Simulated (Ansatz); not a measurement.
# Cu3Pt: equation of state

The task here is to estimate one member of a computed series from the others.

Program: Ansatz 0.2.0. Level of theory: DFT LDA, scalar-relativistic. These are calculated values, not measurements.

### Starting point

The structure is cubic, space group Pm-3m (No. 221). The conventional cell has a = 3.710 Å, b = 3.710 Å, c = 3.710 Å, α = 90.00°, β = 90.00°, γ = 90.00°. Cu (site symmetry 4/mmm) is surrounded by 8 Cu at 2.62 Å and 4 Pt at 2.62 Å. Around Pt (site symmetry m-3m) lie 12 Cu at 2.62 Å.

Structure file:

```
Cu Pt
1.0
     3.71000    0.00000    0.00000
     0.00000    3.71000    0.00000
     0.00000    0.00000    3.71000
Cu Pt
3 1
Direct
  0.00000 0.50000 0.50000
  0.50000 0.00000 0.50000
  0.50000 0.50000 0.00000
  0.00000 0.00000 0.00000
```

Atoms are numbered in the order of the input: Cu1, Cu2, Cu3, Pt4.

The first run:

input.yaml

```yaml
crystal:
  lattice:
    - [3.6342644633, 0.0, 0.0]
    - [0.0, 3.6342644633, 0.0]
    - [0.0, 0.0, 3.6342644633]
  atoms:
    - { symbol: Cu, position: [0.0, 0.5, 0.5] }
    - { symbol: Cu, position: [0.5, 0.0, 0.5] }
    - { symbol: Cu, position: [0.5, 0.5, 0.0] }
    - { symbol: Pt, position: [0.0, 0.0, 0.0] }
kpoints:
  mp_grid: { grid: [9, 9, 9] }
  band_path:
    path:
      - [0.0, 0.0, 0.0]
      - [0.0, 0.5, 0.0]
      - [0.5, 0.5, 0.0]
      - [0.0, 0.0, 0.0]
      - [0.5, 0.5, 0.5]
      - [0.0, 0.5, 0.0]
      - [0.5, 0.5, 0.5]
      - [0.5, 0.5, 0.0]
    npoints: 5
scf:
  occupations: { method: fermi_dirac, width: 0.05 }
hamiltonian:
  xc: lda
  pseudopotentials: { kind: all_electron, lapw: { basis_error: 0.001 } }
output:
  forces: true
  stress: true
  eigenvalues: true
```

Launch:

```bash
ansatz run input.yaml --threads 1 --pin off --max-ram 4096MiB --backend cpu --events-out ev --progress --plain --runs-dir out
```

Among the steps run: Volume × 0.94, LAPW; Volume × 0.94, PAW; Volume × 0.94, crystal datasets; Volume × 0.98, LAPW; Volume × 0.98, PAW; Volume × 0.98, crystal datasets; Volume × 1.01, LAPW; Volume × 1.01, PAW; Volume × 1.01, crystal datasets; Volume × 1.04, LAPW; Volume × 1.04, PAW; Volume × 1.04, crystal datasets.

One of the session's tables, all rows but one given; the rest of the session is left out.

| method | volume (Å³/atom) | pressure (GPa) |
| --- | --- | --- |
| LAPW | 12.000 | -0.81 |
| LAPW | 12.511 | -8.82 |
| LAPW | 12.894 | -13.59 |
| LAPW | 13.277 | -17.50 |
| PAW | 12.000 | ? |
| PAW | 12.511 | -8.80 |
| PAW | 12.894 | -13.58 |
| PAW | 13.277 | -17.49 |
| crystal datasets | 12.000 | -0.81 |
| crystal datasets | 12.511 | -8.83 |
| crystal datasets | 12.894 | -13.60 |
| crystal datasets | 13.277 | -17.50 |

Estimate the missing values for PAW, 12.000.

As computed: pressure (GPa): -0.78. In the column «pressure (GPa)» it is the highest.

Limits of these values: Warnings in the runs' records: gradients without spin orbit, crystal datasets made.
